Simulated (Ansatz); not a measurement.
# BClFHO: the cost of one run

All numbers below are computed with Ansatz 0.2.0 (RKS PBE/def2-SVP).

## (1) Starting point

Bond lengths: B1–O2 1.410 Å, O2–H3 1.010 Å, B1–Cl4 1.860 Å, B1–F5 1.320 Å. Angles: B1–O2–H3 109.5°, O2–B1–Cl4 120.0°, O2–B1–F5 120.0°, Cl4–B1–F5 120.0°.

Coordinates:

```xyz
5

B     0.0000    0.0000    0.0000
O     0.0000    0.0000    1.4100
H    -0.9095   -0.2814    1.7471
Cl    1.6108    0.0000   -0.9300
F    -1.1431    0.0000   -0.6600
```

## (2) Preparing the start

input.yaml reads:

```yaml
crystal:
  periodic: [false, false, false]
  atoms:
    - { symbol: B, position_ang: [0.0, 0.0, 0.0] }
    - { symbol: O, position_ang: [0.0, 0.0, 1.41] }
    - { symbol: H, position_ang: [-0.9095, -0.2814, 1.7471] }
    - { symbol: Cl, position_ang: [1.6108, 0.0, -0.93] }
    - { symbol: F, position_ang: [-1.1431, 0.0, -0.66] }
basis:
  gaussian: { orbitals: def2-SVP }
hamiltonian:
  xc: pbe
relax:
  f_tol: 0.02
  max_steps: 40
output:
  orbitals: {}
```

Launch:

```sh
> ansatz run input.yaml --threads 2 --pin off --max-ram 3072MiB --backend cpu --events-out ev --progress --plain --runs-dir out
```

**Question.** How long does this run take on 2 threads of AMD EPYC 9R45 (Zen 5), shared host, and how much memory does it need?

About 2.6 s, with a peak of 0.16 GiB.
